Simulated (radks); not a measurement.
**Os inside a hard spherical wall**

One table from this session's results is given with a row withheld; the runs are named, their logs left out.

Method: scalar-relativistic Kohn-Sham, LDA (Slater exchange, Perdew-Wang correlation), spin-unpolarised, spherical densities, finite nucleus. Code: radks (a radial shooting solver on a logarithmic mesh, Libxc functionals) version 1.

## The atom as given

```
element            : osmium (Z = 76)
charge             : 0
electrons          : 76
configuration      : [Xe] 4f14 5d6 6s2
nuclear rms radius : 5.4126 fm
```

The outer shells:

Os
```
[Xe] core
4f [↑↓][↑↓][↑↓][↑↓][↑↓][↑↓][↑↓]
5d [↑↓][↑ ][↑ ][↑ ][↑ ]
6s [↑↓]
```

Set-up of the first run:

The run's settings:

```text
Z 76
configuration [Xe] 4f14 5d6 6s2 6p0 7s0 5f0
relativity scalar-relativistic
functional lda,pw
spin unpolarised
nucleus finite rms 5.4126 fm
c 137.035999084
```

Steps of the session up to this table: The free atom; Wall at 8 bohr; Wall at 7 bohr; Wall at 5 bohr; Wall at 4 bohr; Wall at 3.5 bohr; Wall at 2.5 bohr.

One table of the session follows, with a row left open; its other results are not shown here.

```
R (bohr)  E − E(free) (eV)  ε(6s) (eV)  ε(6p, empty) (eV)  ε(7s, empty) (eV)  ε(5f, empty) (eV)
    free             0.000      -6.376             -1.394             -0.020                  -
       8             0.063      -6.265             -0.951              3.861              7.261
       7             0.237      -6.050             -0.434              6.377              9.230
       5             3.387      -3.717              3.671             21.259             17.421
       4                 ?           ?                  ?                  ?                  ?
     3.5            29.230       8.102             20.910             69.351             36.000
     2.5            162.49      51.523             77.054             197.13             75.912
```

Estimate the missing values for R (bohr) = 4.

Worked estimate for «E − E(free) (eV)». A straight line through the neighbours (5, 3.387) and (3.5, 29.230) gives 3.387 + (29.230 − 3.387) × (4 − 5) / (3.5 − 5) = 20.616; a parabola fitted to 4 rows on both sides gives 24.286.

**Answer.** E − E(free) (eV): 13.796; ε(6s) (eV): 1.607; ε(6p, empty) (eV): 11.702; ε(7s, empty) (eV): 45.004; ε(5f, empty) (eV): 27.243. In «E − E(free) (eV)» the line misses by +6.820 and the parabola by +10.490.

From R = 4 bohr inwards the highest occupied level lies above zero, pushed up by confinement. Shells are not refilled when levels cross, and a hard wall is a model, not a crystal.
